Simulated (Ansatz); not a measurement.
# C2H9NSeSi: the cost of one run

Program: Ansatz 0.2.0. Level of theory: RKS B3LYP/def2-SVP. These are calculated values, not measurements.

**1. Starting point**

Bond lengths: C1–Se2 1.898 Å, Se2–C3 1.939 Å, C3–N4 1.417 Å, N4–Si5 1.764 Å, C1–H6 1.176 Å, C1–H7 1.129 Å, C1–H8 1.081 Å, C3–H9 1.172 Å, C3–H10 1.094 Å, N4–H11 1.093 Å, Si5–H12 1.502 Å, Si5–H13 1.476 Å, Si5–H14 1.452 Å. Angles (14 of 22 angles, heavy atoms first): C1–Se2–C3 91.6°, Se2–C3–N4 113.7°, C3–N4–Si5 115.1°, Se2–C1–H6 109.6°, Se2–C1–H7 112.2°, Se2–C1–H8 114.0°, Se2–C3–H9 104.5°, Se2–C3–H10 110.7°, N4–C3–H9 108.2°, N4–C3–H10 112.5°, C3–N4–H11 105.8°, Si5–N4–H11 107.5°, N4–Si5–H12 106.9°, N4–Si5–H13 107.2°.

As a file:

```xyz
14

C    -1.6944    1.8307    0.3202
Se   -0.8185    1.0596    1.8167
C     0.4966    0.2063    0.6752
N     0.0921   -1.0624    0.1921
Si    1.2952   -1.9110   -0.7789
H    -2.5851    2.5047    0.6881
H    -1.0205    2.5320   -0.2527
H    -2.1068    1.1070   -0.3691
H     1.4305    0.0532    1.3661
H     0.8066    0.8806   -0.1290
H    -0.7742   -0.8756   -0.4473
H     2.4721   -2.1753    0.1157
H     1.6579   -1.0209   -1.8990
H     0.7356   -3.1581   -1.2693
```

**2. Relaxing end A**

input.yaml reads:

```yaml
crystal:
  periodic: [false, false, false]
  atoms:
    - { symbol: C, position_ang: [-1.6944, 1.8307, 0.3202] }
    - { symbol: Se, position_ang: [-0.8185, 1.0596, 1.8167] }
    - { symbol: C, position_ang: [0.4966, 0.2063, 0.6752] }
    - { symbol: "N", position_ang: [0.0921, -1.0624, 0.1921] }
    - { symbol: Si, position_ang: [1.2952, -1.911, -0.7789] }
    - { symbol: H, position_ang: [-2.5851, 2.5047, 0.6881] }
    - { symbol: H, position_ang: [-1.0205, 2.532, -0.2527] }
    - { symbol: H, position_ang: [-2.1068, 1.107, -0.3691] }
    - { symbol: H, position_ang: [1.4305, 0.0532, 1.3661] }
    - { symbol: H, position_ang: [0.8066, 0.8806, -0.129] }
    - { symbol: H, position_ang: [-0.7742, -0.8756, -0.4473] }
    - { symbol: H, position_ang: [2.4721, -2.1753, 0.1157] }
    - { symbol: H, position_ang: [1.6579, -1.0209, -1.899] }
    - { symbol: H, position_ang: [0.7356, -3.1581, -1.2693] }
basis:
  gaussian: { orbitals: def2-SVP }
hamiltonian:
  xc: b3lyp
relax:
  f_tol: 0.015
  max_steps: 40
output:
  orbitals: {}
```

On the command line:

```console
$ ansatz run input.yaml --threads 2 --pin off --max-ram 3072MiB --backend cpu --events-out ev --progress --plain --runs-dir out
```

Q: Estimate wall time and peak memory on 2 threads of Intel Xeon Platinum 8488C (Sapphire Rapids), shared host.

About 1.9 min, with a peak of 0.4 GiB.
